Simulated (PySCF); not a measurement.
# CoFOH: doublet, from a bent start

The task is one start of a wider search on CoFOH: the doublet, from a bent start. It is relaxed, tested by its Hessian and followed downhill if it is a saddle.

Computed with PySCF 2.14.0. Level: PBE0, basis Co def2-TZVP, F def2-TZVP, O def2-TZVP, H def2-TZVP, no relativity, density fitting.

## Step 1: The system as given

4 atoms, charge 0, spin multiplicity 2.

Bond lengths: Co1–F2 1.750 Å, Co1–O3 1.740 Å, O3–H4 0.960 Å. Angles: F2–Co1–O3 110.0°, Co1–O3–H4 130.0°.

Z-matrix (Å, degrees; charge 0 multiplicity 2):
```
Co
F  1 1.7500
O  1 1.7400 2 110.00
H  3 0.9600 1 130.00 2 90.00
```

## Step 2: The SCF at the typed geometry

The steps below are one call of a driver around PySCF. For each, scf.py gives the equivalent set-up of the SCF; relaxations use the driver's own optimiser. After this first run the driver tries any further starts and a stability analysis.

scf.py reads:

```python
from pyscf import gto, scf, dft
mol = gto.M(atom='''
Co     0.000000     0.000000     0.000000
F      1.433500     0.000000     1.003800
O     -1.425300     0.000000     0.998000
H     -1.930800     0.735400     1.352000''',
    basis={'Co': 'def2-TZVP', 'F': 'def2-TZVP', 'O': 'def2-TZVP', 'H': 'def2-TZVP'},
    charge=0, spin=1)
mf = dft.UKS(mol, xc='PBE0')
mf.grids.atom_grid = (50, 194)
aux = {'Co': 'def2-universal-JKFIT', 'F': 'def2-universal-JKFIT', 'O': 'def2-universal-JKFIT', 'H': 'def2-universal-JKFIT'}
mf = mf.density_fit(auxbasis=aux)
mf.conv_tol = 1e-08
mf.diis_space = 10
mf.max_cycle = 60
mf.init_guess = 'minao'
mf.verbose = 4
mf.kernel()
```

The run is started by

```bash
OMP_NUM_THREADS=4 python axn.py task.json out
```

After this run come: Relaxing the doublet from the bent start; Hessian and properties.

Before running it: what results should come out? Wanted: minimum; geometry; wavenumbers; dipole moment; highest occupied, lowest empty level; polar-tensor charge of Co1; zero-point energy; atomisation energy; ⟨S²⟩.

The runs gave:

| quantity | value |
| --- | --- |
| minimum | broken-symmetry (Ms = 1/2), Cs |
| geometry | Co–F 1.733 Å, Co–O 1.738 Å, O–H 0.958 Å; Co–O–H 125.6°, F–Co–O 174.2° |
| wavenumbers (cm⁻¹) | 131 (a''), 163 (a'), 574 (a'), 625 (a'), 778 (a'), 3918 (a') |
| dipole moment | 2.43 D |
| highest occupied, lowest empty level (either spin) | -8.45, -4.21 eV |
| polar-tensor charge of Co1 | +1.36 e |
| zero-point energy | 37.0 kJ/mol |
| entropy at 298.15 K | 284.6 J/(mol K) |
| atomisation energy (no zero-point energy) | 1185 kJ/mol |
| ⟨S²⟩ | 1.754 |

The bent start (C1) ends in a minimum of Cs symmetry. The determinant is spin-contaminated (⟨S²⟩ = 1.75 against 0.75), so it is no pure spin state. The strongest infrared band lies at 778 cm⁻¹ (a'). Only this shape and spin were tried, so other structures or states may lie lower. One determinant may miss the lowest occupation of an open d or f shell.
